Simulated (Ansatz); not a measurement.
Ir, space group P6_3/mmc, a calculation of the elastic constants

Computed with Ansatz's Python interface.

Notebook, run cell by cell (the value of a cell's last expression is shown):

In [1]:
```python
from dataclasses import replace

import ansatz as az
from ase import Atoms
import numpy as np
```

In [2]:
```python
XC = "lda"
CUTOFF = 470
KMESH = (18, 18, 10)
```

In [3]:
```python
atoms = Atoms(
    ["Ir", "Ir"],
    scaled_positions=[
        (2 / 3, 1 / 3, 0.75),
        (1 / 3, 2 / 3, 0.25),
    ],
    cell=[
        (2.75138, 0.0, 0.0),
        (-1.37569, 2.38276, 0.0),
        (0.0, 0.0, 4.46229),
    ],
    pbc=True,
)
crystal = az.Crystal.from_ase(atoms)
```

In [4]:
```python
[site.symbol for site in crystal.resolved().sites]
```
Out [4]:
```text
['Ir', 'Ir']
```

In [5]:
```python
setup = (
    crystal.calculation()
    .functional(XC)
    .pseudopotentials("paw")
    .basis(CUTOFF)
    .occupations(az.OccupationsMethod.GAUSSIAN)
    .kpoints(*KMESH)
)
# first bring the cell to zero stress
rest = setup.relax(cell=True).run().lattice
relaxed = az.Crystal(lattice=az.Lattice.of(rest.cell_ang))
for site in rest.sites:
    relaxed = relaxed.atom(site.symbol, site.position_frac)
setup = replace(setup, crystal=relaxed)
print("relaxed volume {:.3f} A^3".format(abs(np.linalg.det(rest.cell_ang))))
res = setup.elastic("relaxed_ion").run()
elastic = res.elastic
```
```text
relaxed volume 27.798 A^3
```

In [6]:
```python
C = np.asarray(elastic.c_gpa)
for i in range(6):
    for j in range(i, 6):
        if abs(C[i, j]) > 0.05:
            print(f"C{i + 1}{j + 1} = {C[i, j]:.1f} GPa")
print("smallest eigenvalue of C:", round(elastic.stability.min_eigenvalue_gpa, 1), "GPa; tensor positive definite:", elastic.stability.min_eigenvalue_gpa > 0)
# averaged moduli need a positive definite tensor
if elastic.stability.min_eigenvalue_gpa > 0:
    for name, value in elastic.moduli.to_plain().items():
        print(f"{name:14s} {value:9.3f}")
```
```text
C11 = 694.1 GPa
C12 = 237.8 GPa
C13 = 263.5 GPa
C22 = 694.1 GPa
C23 = 263.5 GPa
C33 = 696.5 GPa
C44 = 120.1 GPa
C55 = 120.1 GPa
C66 = 228.1 GPa
smallest eigenvalue of C: 120.1 GPa; tensor positive definite: True
k_voigt_gpa      401.570
k_reuss_gpa      401.433
k_hill_gpa       401.502
g_voigt_gpa      181.658
g_reuss_gpa      165.873
g_hill_gpa       173.766
youngs_gpa       455.574
poisson            0.311
```

Reading the output:
- No spin polarisation was allowed.
- A positive definite tensor excludes instabilities under uniform strain alone; phonons elsewhere in the zone can still be imaginary.
- Spin-orbit coupling, which matters for elements this heavy, is left out.
- This isn't the structure that Ir takes at ambient conditions.
- Shear constants of a metal converge slowly with the k-point mesh and can be wrong in sign on a coarse one; the constants belong to the cell that was strained.
- Finished in 12 min on 1 thread of Arm Neoverse V1, with other jobs on the host, peak memory 0.77 GiB.

(A comment or docstring line of the script was reworded after the run, the code is as it ran.)
